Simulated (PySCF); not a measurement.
The system is CGeFH5, in a box.

```xyz
8
Lattice="12.0000 0.0000 0.0000 0.0000 13.0000 0.0000 0.0000 0.0000 12.0000" Properties=species:S:1:pos:R:3 pbc="T T T"
C     5.2958    7.4582    5.5123
Ge    6.3623    5.9346    6.0518
F     7.3310    6.4651    7.4066
H     4.6645    7.1952    4.6613
H     5.9466    8.2846    5.2255
H     4.6588    7.7772    6.3377
H     7.3672    5.4802    4.9804
H     5.5259    4.7574    6.5800
```

Base run:

| Item | Value |
| --- | --- |
| Program | PySCF 2.14.0 |
| Functional | r2SCAN |
| Dispersion | D4 |
| Potentials or basis | pob-tzvp-rev2 (all-electron) |
| k mesh | 1 × 1 × 1 |
| Occupations | fixed |
| Spin | no spin polarisation |

Its results: gap between the frontier levels 8.57 eV.

Problem. The run is repeated on the same cell with these changes: functional from r2SCAN to B3PW91. What comes out?

Solution. Gap between the frontier levels 9.93 eV.

B3PW91 gives the wider gap, since exact exchange removes part of the self-interaction.

Caveats: this is a molecule in a periodic box at the Γ point, so its band gap is the HOMO-LUMO gap; relativity is left out, which matters for the heavier elements; the basis of atomic orbitals isn't converged, which shifts pressures, moduli and gaps; this basis is made for solids and lacks diffuse functions, so gaps of a molecule come out too wide by an eV or more.

A k mesh can miss the band edges.

Not every run made on this cell is shown here.
